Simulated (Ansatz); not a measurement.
Consider a frozen displacement of one atom of Cu, space group P-3m1 (the Python package of Ansatz (0.2.0)).

The script, `cu.py`:
```python
"""Frozen displacement of one atom in Cu."""

from dataclasses import dataclass
import warnings

import ansatz
import numpy as np


@dataclass(frozen=True)
class RunConfig:
    functional: str = "pbesol"
    kgrid: tuple[int, ...] = (12, 12, 1)
    smearing: str = "fermi_dirac"
    width_ev: float = 0.1


opts = RunConfig()

warnings.simplefilter("ignore", ansatz.DeckWarning)

lattice = ansatz.Lattice.of(
    (2.503658, 0.0, 0.0),
    (-1.251829, 2.168232, 0.0),
    (0.0, 0.0, 24.575589),
)
sites = [
    ("Cu", (0.0, 0.0, 0.373764)),
    ("Cu", (2 / 3, 1 / 3, 0.289614)),
    ("Cu", (1 / 3, 2 / 3, 0.457991)),
    ("Cu", (0.0, 0.0, 0.626236)),
    ("Cu", (2 / 3, 1 / 3, 0.542009)),
    ("Cu", (1 / 3, 2 / 3, 0.710386)),
]
crystal = ansatz.Crystal(lattice=lattice)
for symbol, position in sites:
    crystal = crystal.atom(symbol, position)

inverse = np.linalg.inv(np.array(crystal.lattice.vectors))
home = np.array(crystal.sites[2].position)
values = np.linspace(-0.05, 0.05, 5)
energies, pulls = [], []
for shift in values:
    moved = crystal.move(2, to=home + shift * inverse[0])
    base = (
        moved.calculation()
        .functional(opts.functional)
        .kpoints(*opts.kgrid)  # sampling of the Brillouin zone
        .occupations(opts.smearing, width=opts.width_ev)
        .forces()  # minus the gradient of the free energy
    )
    rep = base.run(threads=1, pin="off").report
    energies.append(rep["free_energy_ev"])
    pulls.append(rep["forces_ev_ang"][2][0])

# the force is minus the slope of the free energy
print("shift (A)   dE (eV)   force along x (eV/A)")
for shift, e, f in zip(values, energies, pulls):
    print(f"{shift:8.3f} {e - energies[2]:10.5f} {f:12.4f}")
print(f"stiffness from energies {2 * np.polyfit(values, energies, 2)[0]:.3f}, from forces {-np.polyfit(values, pulls, 1)[0]:.3f} eV/A^2")
```

How stiff is this displacement, and do energies and forces agree?

The curvature of the energy gives 1.690 eV/Å² and the slope of the force 1.689 eV/Å², a positive curvature.

The output:

```console
$ python cu.py
shift (A)   dE (eV)   force along x (eV/A)
  -0.050    0.00211       0.0844
  -0.025    0.00053       0.0423
   0.000    0.00000       0.0000
   0.025    0.00053      -0.0423
   0.050    0.00211      -0.0844
stiffness from energies 1.690, from forces 1.689 eV/A^2
```

What to keep in mind:
- The cell holds layers, chains or clusters in vacuum, no bulk phase.
- The mesh is modest for a metal, so energies can be off by several to tens of meV an atom and pressures by half a GPa or more; differences at equal mesh fare better.
- In a metal a curvature from energy changes of a few meV or less hangs on mesh and smearing, in size and even in sign.
- This isn't the structure that Cu takes at ambient conditions.
- All periodic images of the atom move with it, so the curvature is one diagonal element of the zone-centre force constants and no normal mode; a positive value doesn't exclude soft modes in which several atoms move.
- Hardware and time: 3.7 min on 1 thread of Intel(R) Xeon(R) Processor @ 2.30GHz, on a shared host, peak memory 0.84 GiB.
